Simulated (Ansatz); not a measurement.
# CH₄AlFO₂: a ladder of functionals and wavefunction methods

Aim: compute CH₄AlFO₂ with functionals from several rungs and with coupled cluster. The yardstick is the atomisation energy at the CCSD(T) limit.

Program: Ansatz 0.2.0, Gaussian basis. Level of theory: functionals in def2-TZVPP, the program's frozen cores in correlated methods. These are calculated values, not measurements.

The runs, in order: LDA (SPW92), PBE-D4, revPBE-D4, BLYP-D4, r2SCAN-D4, B97M-V, PBE0-D4, B3LYP-D4, r2SCANh-D4, r2SCAN0-D4, HSE06-D4, BHLYP-D4, CAM-B3LYP-D4, LC-ωPBE, ωB97X-V, ωB97M-V, B2PLYP, PBE-QIDH; CCSD(T)/def2-SVP; CCSD(T)/def2-TZVPP; MP2/def2-QZVPP; extrapolation to the limit; RPA on PBE.

**1. The geometry**

The geometry comes from an earlier relaxation with PBE0-D4 in a triple-zeta def2 set; it is a stationary point, not always the lowest conformer.

SMILES `[OH][AlH][O]CF`, 9 atoms, charge 0, spin multiplicity 1.

Atoms are counted from 1 here; the program's logs count them from 0.

Bond lengths: O1–Al2 1.687 Å, O1–H6 0.957 Å, Al2–O3 1.702 Å, Al2–H7 1.563 Å, O3–C4 1.353 Å, C4–F5 1.394 Å, C4–H8 1.096 Å, C4–H9 1.096 Å. Angles: Al2–O1–H6 120.9°, O1–Al2–O3 123.0°, O1–Al2–H7 120.5°, O3–Al2–H7 116.5°, Al2–O3–C4 135.5°, O3–C4–F5 110.9°, O3–C4–H8 111.1°, O3–C4–H9 111.2°, F5–C4–H8 106.2°, F5–C4–H9 106.2°, H8–C4–H9 110.9°.

**2. LDA**

This LDA is Slater exchange with PW92 correlation.

in.yaml

```yaml
crystal:
  periodic: [false, false, false]
  atoms:
    - {symbol: O, position_ang: [-0.166375, 0.846134, 2.039267]}
    - {symbol: Al, position_ang: [1.038192, 0.363021, 0.961908]}
    - {symbol: O, position_ang: [0.700671, -0.265941, -0.582851]}
    - {symbol: C, position_ang: [-0.419864, -0.527556, -1.294294]}
    - {symbol: F, position_ang: [-1.561057, -0.196582, -0.565842]}
    - {symbol: H, position_ang: [-1.092039, 0.776282, 1.804864]}
    - {symbol: H, position_ang: [2.546933, 0.481197, 1.353641]}
    - {symbol: H, position_ang: [-0.501961, -1.595783, -1.523734]}
    - {symbol: H, position_ang: [-0.456098, 0.072927, -2.210058]}
basis:
  gaussian: {orbitals: def2-TZVPP}
hamiltonian: {xc: lda}
output: {orbitals: {seedname: orbitals}}
```

On the command line:

```
$ ansatz run in.yaml --threads 2 --pin off --events-out ev --progress --plain --max-ram 4352MiB
```

After this run come: PBE-D4 (GGA); revPBE-D4 (GGA); BLYP-D4 (GGA); r2SCAN-D4 (meta-GGA); B97M-V (meta-GGA); B3LYP-D4 (hybrid); r2SCANh-D4 (hybrid); r2SCAN0-D4 (hybrid); HSE06-D4 (hybrid); BHLYP-D4 (hybrid); CAM-B3LYP-D4 (range-separated); LC-ωPBE (range-separated); ωB97X-V (range-separated); ωB97M-V (range-separated); B2PLYP (double hybrid); PBE-QIDH (double hybrid); CCSD(T) in def2-SVP; CCSD(T) in def2-TZVPP; MP2 in def2-QZVPP; RPA on PBE orbitals.

Q: Predict the results of all the runs planned. Wanted: atomisation energy, CCSD(T)/CBS; farthest beyond LDA; mean size of error, GGA; mean size of error, meta-GGA; mean size of error, hybrid; mean size of error, range-separated; mean size of error, double hybrid; gap, smallest and largest; T1 diagnostic.

**Answer**, as computed:

| quantity | value |
| --- | --- |
| atomisation energy, CCSD(T)/CBS | 3427.7 kJ/mol |
| functionals within 17.1 kJ/mol (0.5 %) | BLYP-D4, r2SCAN-D4, B97M-V, CAM-B3LYP-D4, ωB97X-V, ωB97M-V |
| farthest beyond LDA | BHLYP-D4 (-165.6 kJ/mol) |
| mean size of error, GGA | 40.1 kJ/mol |
| mean size of error, meta-GGA | 7.1 kJ/mol |
| mean size of error, hybrid | 70.2 kJ/mol |
| mean size of error, range-separated | 9.7 kJ/mol |
| mean size of error, double hybrid | 55.1 kJ/mol |
| gap, smallest and largest | 5.83 eV (LDA (SPW92)), 13.13 eV (LC-ωPBE) |
| T1 diagnostic | 0.0127 |
| triples share of the correlation energy | 3.3 % |

LDA overbinds by 526.6 kJ/mol (15 %). PBE-D4 is off by +46.0 kJ/mol. Double hybrids carry the basis error of their MP2 part in triple zeta, and no dispersion term here, so their miss is partly the set-up's. The rungs meta-GGA, range-separated miss on average by less than the doubt on the reference (17.1 kJ/mol), so they tie. The reference freezes the cores and leaves out relativity and excitations past (T), so misses under about 17.1 kJ/mol can't be ranked. Hartree-Fock recovers 70 % of the binding; the rest is correlation. CCSD(T) in def2-SVP is off by -221.1 kJ/mol, so the small basis spoils what the method gains. Orbital gaps span 5.8 to 13.1 eV; exact exchange widens them.
